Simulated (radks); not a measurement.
# Mg in [Ne] 3s2: an all-electron calculation

The task here is to estimate one member of a computed series from the others.

The numbers are computed with radks (a radial shooting solver on a logarithmic mesh, Libxc functionals) version 1 (scalar-relativistic Kohn-Sham, Wu-Cohen GGA, spin-polarised, spherical densities, finite nucleus), except any that are marked as measured or tabulated.

## The system

* element: magnesium (Z = 12)
* charge: 0
* electrons: 12
* configuration: [Ne] 3s2
* nuclear rms radius: 3.057 fm

The outer shells:

Mg
```
[Ne] core
3s [↑↓]
```

The first run:

Input:

```text
Z 12
configuration [Ne] 3s2 3p0 4s0
relativity scalar-relativistic
functional wc,pbe
spin polarised
nucleus finite rms 3.057 fm
c 137.035999084
```

Launch:

```console
> python run_ks.py task.json out
```

All runs below come from this command, one after another.

One of the session's tables, all rows but one given; the rest of the session is left out.

It belongs to the step «Radial structure». From the orbitals of this run (lengths in bohr):

| level | <r> | outermost maximum (interpolated) | 90 % within | nodes |
| --- | --- | --- | --- | --- |
| 1s | 0.1307 | 0.0851 | 0.234 | 0 |
| 2s | 0.6980 | 0.547 | 1.11 | 1 |
| 2p | 0.6890 | 0.478 | 1.18 | 0 |
| 3s | 3.149 | 2.56 | 4.85 | 2 |
| 3p | ? | ? | ? | ? |

Q: Estimate the row for 3p from the others.

As computed: <r>: 4.560; outermost maximum (interpolated): 3.47; 90 % within: 7.34; nodes: 1. In the column «<r>» it is the highest.
